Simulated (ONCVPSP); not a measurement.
**Niobium: generating and testing an ONCV potential**

Task: generate the file, and judge it by its errors in other configurations, its logarithmic derivatives, its ghosts and its cutoff.

Program: ONCVPSP 4.0.1.1 (patched build). Reference atom: PBEsol, scalar-relativistic, spherical and spin-unpolarised. All values are calculated.

## (1) The design

The settings as typed:

```json
{"element": "niobium (Nb, Z = 41)", "type": "optimised norm-conserving Vanderbilt (ONCV)", "frozen core": "[Ar] 3d10", "valence charge": "13", "reference configuration": "4s2 4p6 4d2 (charge +3)", "partial waves": "4s: rc 1.50 bohr, ncon 4, nbas 7, qcut 7.4 1/bohr, 2 projectors, debl 3.6 Ha; 4p: rc 1.40 bohr, ncon 4, nbas 9, qcut 5.1 1/bohr, 2 projectors, debl 1.9 Ha; 4d: rc 1.40 bohr, ncon 3, nbas 8, qcut 6.6 1/bohr, local", "local potential": "the d channel", "core correction": "Teter function, fcfact 2.25, rcfact 1.5"}
```

The outer shells as boxes (Hund's rule for the drawing; the calculation is spin-unpolarised):

```
[Ar] core
3d [↑↓][↑↓][↑↓][↑↓][↑↓]
4s [↑↓]
4p [↑↓][↑↓][↑↓]
4d [↑ ][↑ ][  ][  ][  ]
```

An earlier all-electron run gives the scale for the radii.

All-electron outer shells of the reference configuration (PBEsol, scalar-relativistic, ld1.x):

```csv
shell,level (eV),outermost node (bohr),outermost maximum (bohr)
4s,-88.88,0.53,1.02
4p,-64.59,0.54,1.12
4d,-30.56,0.55,1.40
5s,-25.38,1.36,2.55
5p,-19.67,1.53,2.96
```

## (2) The generation run

File Nb.dat:

```
# ATOM AND REFERENCE CONFIGURATION
# atsym  z   nc   nv     iexc    psfile
  Nb 41.00    6    3  -116133      upf
#
#   n    l    f
    1    0    2.00
    2    0    2.00
    2    1    6.00
    3    0    2.00
    3    1    6.00
    3    2   10.00
    4    0    2.00
    4    1    6.00
    4    2    2.00
#
# PSEUDOPOTENTIAL AND OPTIMIZATION
# lmax
    2
#
#   l,   rc,      ep,       ncon, nbas, qcut
    0    1.50    0.00    4    7    7.40
    1    1.40    0.00    4    9    5.10
    2    1.40    0.00    3    8    6.60
#
# LOCAL POTENTIAL
# lloc, lpopt,  rc(5),   dvloc0
    2    5    1.40    0.00
#
# VANDERBILT-KLEINMAN-BYLANDER PROJECTORs
# l, nproj, debl
    0    2    3.60
    1    2    1.90
    2    0    0.80
#
# MODEL CORE CHARGE
# icmod, fcfact, rcfact
    3    2.25    1.50
#
# LOG DERIVATIVE ANALYSIS
# epsh1, epsh2, depsh
   -5.00    5.00    0.04
#
# OUTPUT GRID
# rlmax, drl
    6.00    0.01
#
# TEST CONFIGURATIONS
# ncnf
    4
# nvcnf
#   n    l    f
    4
    4    0    2.00
    4    1    6.00
    4    2    4.00
    5    0    1.00
#
    3
    4    0    2.00
    4    1    6.00
    4    2    4.00
#
    3
    4    0    2.00
    4    1    6.00
    4    2    3.00
#
    4
    4    0    1.00
    4    1    6.00
    4    2    4.00
    5    0    1.00
#
```

On the command line:

```sh
$ oncvpsp.x < Nb.dat > Nb.out
```

**Question.** What will these runs give? Wanted: cutoffs for 1 and 0.1 mHa per electron, occupied waves; bound ghosts; GHOST(+) flags; largest test error; largest phase difference near zero energy, channels read; rms error of d²Exc/dn², without and with the model core; projector energies reset by the program.

The runs gave:

```
                                                quantity                         value
  cutoffs for 1 and 0.1 mHa per electron, occupied waves              52 Ha and 134 Ha
                                            bound ghosts               s at -222.64 eV
                                          GHOST(+) flags            none at low energy
                            largest test error (AE − PS)  -70 meV, for 4s1 4p6 4d4 5s1
largest phase difference near zero energy, channels read                     0.001 rad
 rms error of d²Exc/dn², without and with the model core             3.46 and 0.38 mHa
                 projector energies reset by the program           p: -2.374, 0.250 Ha
```

What this shows: A bound ghost (s) makes it unfit for use: electrons can fall into a state that the atom doesn't have. The worst unpolarised test, 4s1 4p6 4d4 5s1, is off by 70 meV on 18.6 eV; by total energies transferability rates as fair. By its cutoff, 52 Ha for the looser tolerance, it is hard. The tighter tolerance needs 134 Ha, and converged work needs a cutoff nearer that. At the looser tolerance the 4p wave is the slowest; 4s needs 22 Ha. Near zero energy the phases of the channels with partial waves agree within 0.001 rad. These are tests on the free atom; a crystal test is still owed.
